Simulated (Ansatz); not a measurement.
# Zr3SnO8: the band gap up the ladder of functionals

An exercise on one series of results from a longer session: the logs are not shown, and one member is left open.

Code: Ansatz 0.2.0. PAW datasets, plane waves. Simulation only: spin-unpolarised, and no claim that this is the phase found in nature.

## Starting point

The cell was relaxed beforehand with r2SCAN.

The symmetry is Cmmm (No. 65, orthorhombic); conventional cell a = 7.237 Å, b = 10.175 Å, c = 3.575 Å, 10.97 Å³ an atom. Near Zr stand 8 O at 2.20–2.22 Å; near O stand 1 Sn at 2.20 Å and 3 Zr at 2.20–2.22 Å; near Sn stand 8 O at 2.19–2.20 Å; near O stand 4 Zr at 2.20 Å; near O stand 2 Sn at 2.19 Å and 2 Zr at 2.22 Å.

Coordinates:

```xyz
12
Lattice="3.6184 -5.0873 0.0000 3.6184 5.0873 0.0000 0.0000 0.0000 3.5746" Properties=species:S:1:pos:R:3 pbc="T T T"
Zr    1.8092    2.5437    0.0000
O     1.8212   -1.2644    1.7873
O     1.8212    1.2644    1.7873
Sn    3.6184    0.0000    1.7873
O     3.6184   -3.8035    0.0000
O     3.6184   -1.2577    0.0000
Zr    0.0000    0.0000    1.7873
O     3.6184    1.2577    0.0000
O     3.6184    3.8035    0.0000
Zr    1.8092   -2.5437    0.0000
O     5.4157   -1.2644    1.7873
O     5.4157    1.2644    1.7873
```

Set-up of the first run:

input.yaml reads:

```yaml
crystal:
  lattice:
    - [3.6184299866, -5.087300557, 0.0]
    - [3.6184299866, 5.087300557, 0.0]
    - [0.0, 0.0, 3.5746404864]
  atoms:
    - { symbol: Zr, position: [0.0, 0.5, 0.0] }
    - { symbol: O, position: [0.3759260912, 0.1273866906, 0.5] }
    - { symbol: O, position: [0.1273866906, 0.3759260912, 0.5] }
    - { symbol: Sn, position: [0.5, 0.5, 0.5] }
    - { symbol: O, position: [0.873818369, 0.126181631, 0.0] }
    - { symbol: O, position: [0.623608741, 0.376391259, 0.0] }
    - { symbol: Zr, position: [0.0, 0.0, 0.5] }
    - { symbol: O, position: [0.376391259, 0.623608741, 0.0] }
    - { symbol: O, position: [0.126181631, 0.873818369, 0.0] }
    - { symbol: Zr, position: [0.5, 0.0, 0.0] }
    - { symbol: O, position: [0.8726133094, 0.6240739088, 0.5] }
    - { symbol: O, position: [0.6240739088, 0.8726133094, 0.5] }
kpoints:
  mp_grid: { grid: [4, 4, 8] }
  band_path:
    path:
      - [[0.0, 0.0, 0.0], [-0.5, 0.5, 0.0], [-0.376475254923, 0.623524745077, 0.0]]
      - [[0.376475254923, 0.376475254923, 0.0], [0.0, 0.0, 0.0], [0.0, 0.0, 0.5], [0.376475254923, 0.376475254923, 0.5]]
      - [[-0.376475254923, 0.623524745077, 0.5], [-0.5, 0.5, 0.5], [-0.5, 0.5, 0.0]]
      - [[0.0, 0.0, 0.0], [2.676985616622e-17, 0.5, 0.0], [2.676985616622e-17, 0.5, 0.5], [0.0, 0.0, 0.5], [-0.5, 0.5, 0.5]]
    npoints: 10
hamiltonian:
  xc: pbe
scf:
  occupations: { method: fermi_dirac, width: 0.02 }
  n_extra_bands: 7
output:
  forces: true
  stress: true
  eigenvalues: true
```

Among the steps run: PBE band path; Single point with r2SCAN; HSE06 at the same geometry; PBE+SOC; PBE0 at the same geometry.

One table of the session follows, with a row left open; its other results are not shown here.

| level | gap (eV) |
| --- | --- |
| PBE | 2.25 |
| r2SCAN | 2.75 |
| HSE06 | 3.71 |
| PBE+SOC | 2.25 |
| PBE0 | ? |

**Question.** Estimate the row for PBE0.

As computed: gap (eV): 4.47. In the column «gap (eV)» it is the highest.

Meshes: PBE 4×4×8, r2SCAN 4×4×8, HSE06 4×4×4, PBE+SOC 4×4×8, PBE0 4×4×4

Against HSE06, PBE is short by 1.46 eV, at 61 % of it, and r2SCAN 74 %. PBE0 lies 0.75 eV above HSE06, which differs from it by screening the long-range exchange.

To keep in mind: Warnings in the runs' records: stress scf threshold loose, stress exchange threshold loose.
